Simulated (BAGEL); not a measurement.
# C2H2FSi− (SMILES C#C[SiH-]F): RI-MP2/6-311+G(d,p) (density fitting with qzvpp-jkfit)

Aim: the energy change on altering one bond length of C2H2FSi− at RI-MP2/6-311+G** (density fitting with qzvpp-jkfit), from 2 runs. 

The calculation is run with BAGEL 1.2.2.

2 further runs of the same task are left out: 2 set aside as unsound or not needed. Runs told in other sessions of the task aren't counted.

## (1) The system as given

C2H2FSi−: 6 atoms, total charge -1, spin state singlet. SMILES: `C#C[SiH-]F`. The coordinates come from a GFN2-xTB relaxation.

Bond lengths: C1–C2 1.210 Å, C2–Si3 1.869 Å, Si3–F4 1.726 Å, C1–H5 1.062 Å, Si3–H6 1.523 Å. Angles: C1–C2–Si3 160.2°, C2–Si3–F4 99.9°, C2–C1–H5 174.2°, C2–Si3–H6 99.7°, F4–Si3–H6 94.8°.

## (2) A single-point energy at RI-MP2/6-311+G(d,p) (density fitting with qzvpp-jkfit)

The input, mp2.json:

```json
{ "bagel": [

{
  "title": "molecule",
  "basis": "6-311+gss.json",
  "df_basis": "qzvpp-jkfit",
  "angstrom": true,
  "geometry": [
    { "atom": "C", "xyz": [    1.111270,   -0.445760,   -1.230420 ] },
    { "atom": "C", "xyz": [    0.327710,   -0.094560,   -0.377550 ] },
    { "atom": "Si", "xyz": [   -0.326790,    0.561260,    1.245330 ] },
    { "atom": "F", "xyz": [   -1.396830,   -0.723260,    1.675750 ] },
    { "atom": "H", "xyz": [    1.713780,   -0.774250,   -2.040660 ] },
    { "atom": "H", "xyz": [   -1.429140,    1.476570,    0.727570 ] }
  ]
},
{
  "title": "hf",
  "charge": -1
},
{
  "title": "mp2",
  "charge": -1,
  "ncore": 8
}

]}
```

The basis set 6-311+G** is read from a file made from the Basis Set Exchange's data (not shown).

Launch:

```console
$ BAGEL_NUM_THREADS=1 BAGEL mp2.json > mp2.out
```

What it wrote:

```text
* using 1 threads per process

  ===============================================================
  ===============================================================

  *** Geometry ***

  { "atom" : "C", "xyz" : [      2.099996,     -0.842364,     -2.325157 ] },
  { "atom" : "C", "xyz" : [      0.619282,     -0.178693,     -0.713466 ] },
  { "atom" : "Si", "xyz" : [     -0.617544,      1.060628,      2.353333 ] },
  { "atom" : "F", "xyz" : [     -2.639626,     -1.366763,      3.166709 ] },
  { "atom" : "H", "xyz" : [      3.238575,     -1.463120,     -3.856289 ] },
  { "atom" : "H", "xyz" : [     -2.700683,      2.790313,      1.374908 ] },

  Number of auxiliary basis functions:      391

  Since a DF basis is specified, we compute 2- and 3-index integrals:
    o Being stored without compression. Storage requirement is 0.036 GB

  Number of basis functions:      108
  Number of electrons      :       37

    * METHOD: MOLECULE                             0.17

  *** RHF ***

  === Nuclear Repulsion ===
   126.8097802611

      * DIIS with orbital gradients will be used.

  === RHF iteration (6-311+gss.json) ===
      0       -464.89260185          0.03016129           0.06
      1       -465.14397608          0.02144802           0.06
      2       -465.30399045          0.00246611           0.06
      3       -465.30828742          0.00110670           0.06
      4       -465.30918236          0.00025617           0.06
      5       -465.30931745          0.00012541           0.06
      6       -465.30933644          0.00008163           0.06
      7       -465.30934558          0.00002863           0.06
      8       -465.30934699          0.00001355           0.06
      9       -465.30934731          0.00000549           0.06
     10       -465.30934736          0.00000210           0.06
     11       -465.30934737          0.00000078           0.06
     12       -465.30934737          0.00000032           0.06
     13       -465.30934737          0.00000015           0.05
     14       -465.30934737          0.00000008           0.06
     15       -465.30934737          0.00000004           0.06
     16       -465.30934737          0.00000003           0.06
     17       -465.30934737          0.00000001           0.06
     18       -465.30934737          0.00000001           0.06
    * SCF iteration converged.

    * Permanent dipole moment:
           (   -0.366918,     0.389627,     1.150992) a.u.

    * METHOD: HF                                   1.23

  *** RHF ***

  === Nuclear Repulsion ===
   126.8097802611

      * DIIS with orbital gradients will be used.

  === RHF iteration (6-311+gss.json) ===
      0       -465.30934737          0.00000000           0.05
    * SCF iteration converged.

    * Permanent dipole moment:
           (   -0.366918,     0.389627,     1.150992) a.u.

  === DF-MP2 calculation ===

    * freezing 8 orbitals
    * 3-index integral transformation done
    * assembly done

      MP2 correlation energy:   -0.5736639584      0.04

      MP2 total energy:       -465.8830113245

    * METHOD: MP2                                  0.17

  ===============================================================
```

Run time: 1.7 s. Hardware: 1 thread of Arm Neoverse V1, shared host.

## (3) The distorted shape

The input, mp2.json:

```json
{ "bagel" : [

{
  "title" : "molecule",
  "basis" : "6-311+gss.json",
  "df_basis" : "qzvpp-jkfit",
  "angstrom" : "true",
  "geometry" : [
    { "atom" : "C", "xyz" : [    1.646287,    0.196496,   -1.445629 ] },
    { "atom" : "C", "xyz" : [    0.862727,    0.547696,   -0.592759 ] },
    { "atom" : "Si", "xyz" : [    0.208227,    1.203516,    1.030121 ] },
    { "atom" : "F", "xyz" : [   -1.396830,   -0.723260,    1.675750 ] },
    { "atom" : "H", "xyz" : [    2.248797,   -0.131994,   -2.255869 ] },
    { "atom" : "H", "xyz" : [   -0.894123,    2.118826,    0.512361 ] }
  ]
},
{ "title" : "hf", "charge" : -1 },
{ "title" : "mp2", "charge" : -1, "ncore" : 8 }

]}
```

The basis set 6-311+G** is read from a file made from the Basis Set Exchange's data (not shown).

Launch:

```console
$ BAGEL_NUM_THREADS=1 BAGEL mp2.json > mp2.out
```

What it wrote:

```text
* using 1 threads per process

  ===============================================================
  ===============================================================

  *** Geometry ***

  { "atom" : "C", "xyz" : [      3.111032,      0.371324,     -2.731843 ] },
  { "atom" : "C", "xyz" : [      1.630318,      1.034995,     -1.120152 ] },
  { "atom" : "Si", "xyz" : [      0.393492,      2.274316,      1.946647 ] },
  { "atom" : "F", "xyz" : [     -2.639626,     -1.366763,      3.166709 ] },
  { "atom" : "H", "xyz" : [      4.249610,     -0.249433,     -4.262975 ] },
  { "atom" : "H", "xyz" : [     -1.689648,      4.004001,      0.968222 ] },

  Number of auxiliary basis functions:      391

  Since a DF basis is specified, we compute 2- and 3-index integrals:
    o Being stored without compression. Storage requirement is 0.036 GB

  Number of basis functions:      108
  Number of electrons      :       37

    * METHOD: MOLECULE                             0.17

  *** RHF ***

  === Nuclear Repulsion ===
   110.2872630103

      * DIIS with orbital gradients will be used.

  === RHF iteration (6-311+gss.json) ===
      0       -464.77566716          0.03141938           0.06
      1       -464.91378465          0.02947257           0.05
      2       -465.22695942          0.00386377           0.06
      3       -465.23429692          0.00137957           0.05
      4       -465.23589975          0.00040694           0.05
      5       -465.23613023          0.00024634           0.05
      6       -465.23619918          0.00012237           0.05
      7       -465.23623306          0.00004534           0.05
      8       -465.23623611          0.00002790           0.05
      9       -465.23623706          0.00001255           0.06
     10       -465.23623734          0.00000501           0.05
     11       -465.23623737          0.00000245           0.05
     12       -465.23623738          0.00000109           0.05
     13       -465.23623738          0.00000061           0.06
     14       -465.23623738          0.00000027           0.06
     15       -465.23623738          0.00000013           0.06
     16       -465.23623738          0.00000008           0.06
     17       -465.23623738          0.00000004           0.06
     18       -465.23623738          0.00000002           0.06
     19       -465.23623738          0.00000001           0.05
     20       -465.23623738          0.00000001           0.06
    * SCF iteration converged.

    * Permanent dipole moment:
           (   -1.924749,    -1.254642,     1.874015) a.u.

    * METHOD: HF                                   1.32

  *** RHF ***

  === Nuclear Repulsion ===
   110.2872630103

      * DIIS with orbital gradients will be used.

  === RHF iteration (6-311+gss.json) ===
      0       -465.23623738          0.00000001           0.05
    * SCF iteration converged.

    * Permanent dipole moment:
           (   -1.924749,    -1.254642,     1.874016) a.u.

  === DF-MP2 calculation ===

    * freezing 8 orbitals
    * 3-index integral transformation done
    * assembly done

      MP2 correlation energy:   -0.5810256728      0.04

      MP2 total energy:       -465.8172630576

    * METHOD: MP2                                  0.17

  ===============================================================
```

Wall time 1.8 s (1 thread of Arm Neoverse V1, shared host).

## (4) Results

Level: RI-MP2/6-311+G** (density fitting with qzvpp-jkfit), 8 core orbitals frozen.

| quantity | value |
| --- | --- |
| first shape: total energy | -465.88301 Eh |
| first shape: correlation energy (8 core orbitals frozen) | -573.7 mEh |
| distorted shape: total energy | -465.81726 Eh |
| distorted shape: correlation energy (8 core orbitals frozen) | -581.0 mEh |
| energy change with the Si3–F4 bond stretched from 1.726 to 2.590 Å | 1.789 eV |

With the Si3–F4 bond stretched from 1.726 to 2.590 Å the energy rises by 1.79 eV (41 kcal/mol). The first shape isn't relaxed at this level, so the change isn't measured from a minimum.
